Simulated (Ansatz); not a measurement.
# C2H6Ga (SMILES C[Ga]C): levels of theory compared

Aim: a comparison of 6 runs (UHF/STO-3G, UHF/3-21G, UHF/def2-SVP, U-wB97X/STO-3G, UB3LYP/6-31G*, UPBE/cc-pVDZ) of C2H6Ga. 

Program for the calculation: Ansatz 0.2.0.

7 further runs of the same task are left out: 1 for a known fault of the program, 1 that didn't finish, 5 set aside as unsound or not needed. Runs told in other sessions of the task aren't counted.

## 1. Starting point

C2H6Ga has 9 atoms, charge 0, and is taken as a doublet. As SMILES, `C[Ga]C`. Geometry: relaxed at PBE0-D4/def2-TZVP.

Bond lengths: C1–Ga2 1.998 Å, Ga2–C3 1.998 Å, C1–H4 1.095 Å, C1–H5 1.095 Å, C1–H6 1.089 Å, C3–H7 1.089 Å, C3–H8 1.095 Å, C3–H9 1.095 Å. Some angles: C1–Ga2–C3 118.1°, Ga2–C1–H4 108.6°, Ga2–C1–H5 108.9°, Ga2–C1–H6 113.3°, Ga2–C3–H7 113.3°, Ga2–C3–H8 108.8°, Ga2–C3–H9 108.7°, H4–C1–H5 107.9°, H4–C1–H6 109.0°, H5–C1–H6 109.1°.

## 2. Energy and forces at UHF/STO-3G (run 1)

Contents of molecule.yaml:

```yaml
basis:
  gaussian: {orbitals: STO-3G}
crystal:
  periodic: [false, false, false]
  atoms:
    - symbol: C
      position_ang: [-1.246620, 1.163020, 0.175280]
    - symbol: Ga
      position_ang: [0.456630, 0.385560, 0.873010]
    - symbol: C
      position_ang: [1.273950, -1.139610, -0.126050]
    - symbol: H
      position_ang: [-2.014290, 0.382510, 0.177460]
    - symbol: H
      position_ang: [-1.092470, 1.479700, -0.861100]
    - symbol: H
      position_ang: [-1.602690, 2.011340, 0.758180]
    - symbol: H
      position_ang: [2.201980, -1.496820, 0.318200]
    - symbol: H
      position_ang: [1.469380, -0.822030, -1.155250]
    - symbol: H
      position_ang: [0.554120, -1.963680, -0.159730]
magnetization: {spin_polarized: true, initial_magnetization: 1}
hamiltonian: {xc: hf}
accuracy: high
output: {forces: true, orbitals: {seedname: orbitals}}
```

Launch:

```
$ ansatz run molecule.yaml --threads 1 --pin off --max-ram 3480MiB --events-out events.jsonl --progress --plain --runs-dir runs
```

Standard output, cut to the lines that bear on the results:

```text
Warning: RAYON_NUM_THREADS=1 ignored (pool sized by the plan → 1); use --threads N
Functional definition: HF
  name "HF"
[...]
571 factors; integrals over basis functions are off by at most 9.5e-9 eV
[...]
mean field -53858.69584924 eV, -1979.2705657242 hartree, gradient 2.4e-8 eV, S^2 1.263691; 3 other end points of the search recorded, 0 dependent functions left out
[...]
reference -53858.69584924 eV, -1979.2705657242 hartree; 25, 24 occupied and 9, 10 virtual orbitals, 571 factors
Total energy: -53858.69584924 eV, -1979.2705657242 hartree
Atom 0 at    -1.246620     1.163020     0.175280 Å, force    -0.127216    -0.997711    -1.263938 eV/Å
Atom 1 at     0.456630     0.385560     0.873010 Å, force     0.998646     0.844738     1.933535 eV/Å
Atom 2 at     1.273950    -1.139610    -0.126050 Å, force    -1.129429    -0.064650    -1.152129 eV/Å
Atom 3 at    -2.014290     0.382510     0.177460 Å, force     0.113248     0.567165    -0.110213 eV/Å
Atom 4 at    -1.092470     1.479700    -0.861100 Å, force    -0.418008    -0.004479     0.445110 eV/Å
Atom 5 at    -1.602690     2.011340     0.758180 Å, force     0.376387    -0.393996    -0.089583 eV/Å
Atom 6 at     2.201980    -1.496820     0.318200 Å, force    -0.428573     0.347475     0.003020 eV/Å
Atom 7 at     1.469380    -0.822030    -1.155250 Å, force     0.065588    -0.465346     0.383366 eV/Å
Atom 8 at     0.554120    -1.963680    -0.159730 Å, force     0.549358     0.166806    -0.149168 eV/Å
Dipole moment:    -0.146481    -0.123332    -0.275465 e Å
```

It took 3.9 s on 1 thread of Arm Neoverse V1, shared host.

## 3. Energy and gradient at UHF/3-21G (run 2)

Contents of run.yaml:

```yaml
crystal:
  periodic: [false, false, false]
  atoms:
    - {symbol: C, position_ang: [-1.246620, 1.163020, 0.175280]}
    - {symbol: Ga, position_ang: [0.456630, 0.385560, 0.873010]}
    - {symbol: C, position_ang: [1.273950, -1.139610, -0.126050]}
    - {symbol: H, position_ang: [-2.014290, 0.382510, 0.177460]}
    - {symbol: H, position_ang: [-1.092470, 1.479700, -0.861100]}
    - {symbol: H, position_ang: [-1.602690, 2.011340, 0.758180]}
    - {symbol: H, position_ang: [2.201980, -1.496820, 0.318200]}
    - {symbol: H, position_ang: [1.469380, -0.822030, -1.155250]}
    - {symbol: H, position_ang: [0.554120, -1.963680, -0.159730]}
basis:
  gaussian:
    orbitals: 3-21G-spherical.json
magnetization:
  spin_polarized: true
  initial_magnetization: 1
hamiltonian:
  xc: hf
accuracy: high
output:
  forces: true
  orbitals: {seedname: orbitals}
```

The basis set 3-21G is read from a file made from the Basis Set Exchange's data (not shown).

Launch:

```
$ ansatz run run.yaml --threads 1 --pin off --max-ram 3480MiB --events-out events.jsonl --progress --plain --runs-dir runs
```

Standard output, cut to the lines that bear on the results:

```text
Warning: RAYON_NUM_THREADS=1 ignored (pool sized by the plan → 1); use --threads N
Functional definition: HF
  name "HF"
[...]
1076 factors; integrals over basis functions are off by at most 4.6e-9 eV
[...]
mean field -54221.80025331 eV, -1992.6144064530 hartree, gradient 6.9e-8 eV, S^2 0.753286; 0 other end points of the search recorded, 0 dependent functions left out
[...]
reference -54221.80025331 eV, -1992.6144064530 hartree; 25, 24 occupied and 27, 28 virtual orbitals, 1076 factors
Total energy: -54221.80025331 eV, -1992.6144064530 hartree
Atom 0 at    -1.246620     1.163020     0.175280 Å, force     0.146079    -0.109536     0.018157 eV/Å
Atom 1 at     0.456630     0.385560     0.873010 Å, force     0.001326     0.002236    -0.005535 eV/Å
Atom 2 at     1.273950    -1.139610    -0.126050 Å, force    -0.116119     0.133660     0.047470 eV/Å
Atom 3 at    -2.014290     0.382510     0.177460 Å, force     0.067837     0.253465    -0.054270 eV/Å
Atom 4 at    -1.092470     1.479700    -0.861100 Å, force    -0.163240    -0.024362     0.214514 eV/Å
Atom 5 at    -1.602690     2.011340     0.758180 Å, force     0.031214    -0.197555    -0.184741 eV/Å
Atom 6 at     2.201980    -1.496820     0.318200 Å, force    -0.218481     0.037732    -0.158210 eV/Å
Atom 7 at     1.469380    -0.822030    -1.155250 Å, force     0.009469    -0.192846     0.188626 eV/Å
Atom 8 at     0.554120    -1.963680    -0.159730 Å, force     0.241915     0.097205    -0.066010 eV/Å
Dipole moment:    -0.016465    -0.013949    -0.031142 e Å
```

It took 1.5 s on 1 thread of Arm Neoverse V1, shared host.

## 4. Energy and gradient at UHF/def2-SVP (run 3)

Contents of input.yaml:

```yaml
crystal:
  periodic: [false, false, false]
  atoms:
    - {symbol: C, position_ang: [-1.246620, 1.163020, 0.175280]}
    - {symbol: Ga, position_ang: [0.456630, 0.385560, 0.873010]}
    - {symbol: C, position_ang: [1.273950, -1.139610, -0.126050]}
    - {symbol: H, position_ang: [-2.014290, 0.382510, 0.177460]}
    - {symbol: H, position_ang: [-1.092470, 1.479700, -0.861100]}
    - {symbol: H, position_ang: [-1.602690, 2.011340, 0.758180]}
    - {symbol: H, position_ang: [2.201980, -1.496820, 0.318200]}
    - {symbol: H, position_ang: [1.469380, -0.822030, -1.155250]}
    - {symbol: H, position_ang: [0.554120, -1.963680, -0.159730]}
basis:
  gaussian: {orbitals: def2-SVP}
magnetization: {spin_polarized: true, initial_magnetization: 1}
hamiltonian: {xc: hf}
accuracy: high
output: {forces: true, orbitals: {seedname: orbitals}}
```

Launch:

```
$ ansatz run input.yaml --threads 1 --pin off --max-ram 3480MiB --events-out events.jsonl --progress --plain --runs-dir runs
```

Standard output, cut to the lines that bear on the results:

```text
Warning: RAYON_NUM_THREADS=1 ignored (pool sized by the plan → 1); use --threads N
Functional definition: HF
  name "HF"
[...]
2053 factors; integrals over basis functions are off by at most 4.8e-8 eV
[...]
mean field -54481.03480026 eV, -2002.1411003380 hartree, gradient 1.4e-8 eV, S^2 0.755071; 0 other end points of the search recorded, 0 dependent functions left out
[...]
reference -54481.03480026 eV, -2002.1411003380 hartree; 25, 24 occupied and 65, 66 virtual orbitals, 2053 factors
Total energy: -54481.03480026 eV, -2002.1411003380 hartree
Atom 0 at    -1.246620     1.163020     0.175280 Å, force    -0.009786    -0.010598    -0.018543 eV/Å
Atom 1 at     0.456630     0.385560     0.873010 Å, force     0.094411     0.080110     0.178709 eV/Å
Atom 2 at     1.273950    -1.139610    -0.126050 Å, force    -0.011472    -0.007953    -0.019126 eV/Å
Atom 3 at    -2.014290     0.382510     0.177460 Å, force    -0.046574     0.048863    -0.032027 eV/Å
Atom 4 at    -1.092470     1.479700    -0.861100 Å, force    -0.073036     0.019386    -0.001386 eV/Å
Atom 5 at    -1.602690     2.011340     0.758180 Å, force    -0.048049     0.021140    -0.021731 eV/Å
Atom 6 at     2.201980    -1.496820     0.318200 Å, force     0.021647    -0.043266    -0.029760 eV/Å
Atom 7 at     1.469380    -0.822030    -1.155250 Å, force     0.023663    -0.070070    -0.013688 eV/Å
Atom 8 at     0.554120    -1.963680    -0.159730 Å, force     0.049197    -0.037613    -0.042449 eV/Å
Dipole moment:    -0.032236    -0.027193    -0.062010 e Å
```

It took 6.6 s on 1 thread of Arm Neoverse V1, shared host; peak memory 0.35 GiB.

Runs 4 to 5 aren't shown in full; the table further down has their settings and results.

## 5. Energy and forces at UPBE/cc-pVDZ (run 6)

Contents of in.yaml:

```yaml
crystal:
  periodic: [false, false, false]
  atoms:
    - {symbol: C, position_ang: [-1.246620, 1.163020, 0.175280]}
    - {symbol: Ga, position_ang: [0.456630, 0.385560, 0.873010]}
    - {symbol: C, position_ang: [1.273950, -1.139610, -0.126050]}
    - {symbol: H, position_ang: [-2.014290, 0.382510, 0.177460]}
    - {symbol: H, position_ang: [-1.092470, 1.479700, -0.861100]}
    - {symbol: H, position_ang: [-1.602690, 2.011340, 0.758180]}
    - {symbol: H, position_ang: [2.201980, -1.496820, 0.318200]}
    - {symbol: H, position_ang: [1.469380, -0.822030, -1.155250]}
    - {symbol: H, position_ang: [0.554120, -1.963680, -0.159730]}
basis:
  gaussian: {orbitals: cc-pVDZ}
total_charge: 0
hamiltonian: {xc: {name: PBE}}
output: {forces: true, orbitals: {seedname: orbitals}}
magnetization: {spin_polarized: true, initial_magnetization: 1}
accuracy: high
```

Launch:

```
$ ansatz run in.yaml --threads 1 --pin off --max-ram 3480MiB --events-out events.jsonl --progress --plain --runs-dir runs
```

Standard output, cut to the lines that bear on the results:

```text
Warning: RAYON_NUM_THREADS=1 ignored (pool sized by the plan → 1); use --threads N
Functional definition: PBE
  name "PBE"
[...]
2008 factors; integrals over basis functions are off by at most 4.4e-9 eV
[...]
mean field -54536.72890893 eV, -2004.1878210808 hartree, gradient 3.3e-8 eV, S^2 0.751094; 0 other end points of the search recorded, 0 dependent functions left out
[...]
reference -54536.72891267 eV, -2004.1878212180 hartree; 25, 24 occupied and 60, 61 virtual orbitals, 2008 factors
Total energy: -54536.72891267 eV, -2004.1878212180 hartree
Atom 0 at    -1.246620     1.163020     0.175280 Å, force     0.219801    -0.069268     0.119394 eV/Å
Atom 1 at     0.456630     0.385560     0.873010 Å, force     0.126625     0.107061     0.242418 eV/Å
Atom 2 at     1.273950    -1.139610    -0.126050 Å, force    -0.072470     0.194065     0.155958 eV/Å
Atom 3 at    -2.014290     0.382510     0.177460 Å, force    -0.387166    -0.413772     0.005953 eV/Å
Atom 4 at    -1.092470     1.479700    -0.861100 Å, force     0.093235     0.159066    -0.537172 eV/Å
Atom 5 at    -1.602690     2.011340     0.758180 Å, force    -0.186656     0.451303     0.314022 eV/Å
Atom 6 at     2.201980    -1.496820     0.318200 Å, force     0.494177    -0.187475     0.240255 eV/Å
Atom 7 at     1.469380    -0.822030    -1.155250 Å, force     0.095076     0.177516    -0.530169 eV/Å
Atom 8 at     0.554120    -1.963680    -0.159730 Å, force    -0.382621    -0.418496    -0.010658 eV/Å
Dipole moment:    -0.071720    -0.060605    -0.136872 e Å
```

Wall time 14 s (1 thread of Arm Neoverse V1, shared host).

## 6. All runs side by side

```csv
run,level,energy (Eh),dipole moment (D),HOMO energy (eV),LUMO energy (eV),wall time
1,UHF/STO-3G,-1979.270566,1.61,-6.13,3.85,3.9 s
2,UHF/3-21G,-1992.614406,0.18,-7.10,1.44,1.5 s
3,UHF/def2-SVP,-2002.141100,0.36,-7.40,1.47,6.6 s
4,U-wB97X/STO-3G,-1981.134816,1.77,-5.50,2.37,87 s
5,UB3LYP/6-31G* (spherical functions),-2004.411121,0.79,-4.55,-2.13,15 s
6,UPBE/cc-pVDZ,-2004.187821,0.80,-3.82,-2.64,14 s
```

## 7. Results

```
                                 quantity           value
                      run 6: total energy  -2004.18782 Eh
                     run 6: dipole moment          0.80 D
run 6: HOMO energy (highest over α and β)        -3.82 eV
 run 6: LUMO energy (lowest over α and β)        -2.64 eV
                              run 6: ⟨S²⟩           0.751
          run 6: largest force on an atom      0.581 eV/Å
```

**Reading.** The dipole moment (its size) runs from 0.18 D (UHF/3-21G) to 1.77 D (U-wB97X/STO-3G). The two ends differ in method and basis. Totals of different functionals can't be ranked against each other. In runs 1, 4 the basis is minimal, so the values are rough. Spin contamination of the reference: run 1 ⟨S²⟩ = 1.26. All runs together took 2.1 min, the longest 87 s.
